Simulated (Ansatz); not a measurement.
## GaGe under changes of volume

One of the cells (24.335 Å³/atom); the others are scaled copies at fixed shape and fractional positions:

```xyz
2
Lattice="0.0000 2.8978 2.8978 2.8978 0.0000 2.8978 2.8978 2.8978 0.0000" Properties=species:S:1:pos:R:3 pbc="T T T"
Ge    0.0000    0.0000    0.0000
Ga    1.4489    1.4489    1.4489
```

The cell comes from a database or a generator and needn't be the stable form of this composition.

```yaml
Program: Ansatz 0.2.0
Functional: PBE
Potentials_or_basis: Ansatz NC
Cutoff: "1088 eV (not typed: the program's choice for these potentials)"
k_mesh: 8 × 8 × 8
Occupations: fermi-dirac, width 0.05 eV
Spin: no spin polarisation
```

| volume (Å³/atom) | energy over the lowest point (meV/atom) | pressure (GPa) |
| --- | --- | --- |
| 22.875 | 18.09 | 3.9 |
| 23.361 | 8.36 | 2.5 |
| 23.848 | 2.47 | 1.4 |
| 24.335 | 0.00 | 0.3 |
| 24.821 | 0.58 | -0.6 |
| 25.308 | 3.87 | -1.5 |
| 25.795 | ? | ? |

Question: What does the run at 25.795 Å³/atom give?

Answer: Energy over the lowest point 9.58 meV/atom; pressure -2.2 GPa.

Worked out: A Birch-Murnaghan fit of order 3 (a polynomial in V^(-2/3)) to the other rows has its minimum at 24.48 Å³/atom with B0 = V·E''(V) = 49 GPa and B' = 4.9. It gives 9.57 meV/atom at 25.795 Å³/atom, against the run's 9.58, and -dE/dV = -2.2 GPa, against -2.2.

Energies are extrapolated to zero smearing.
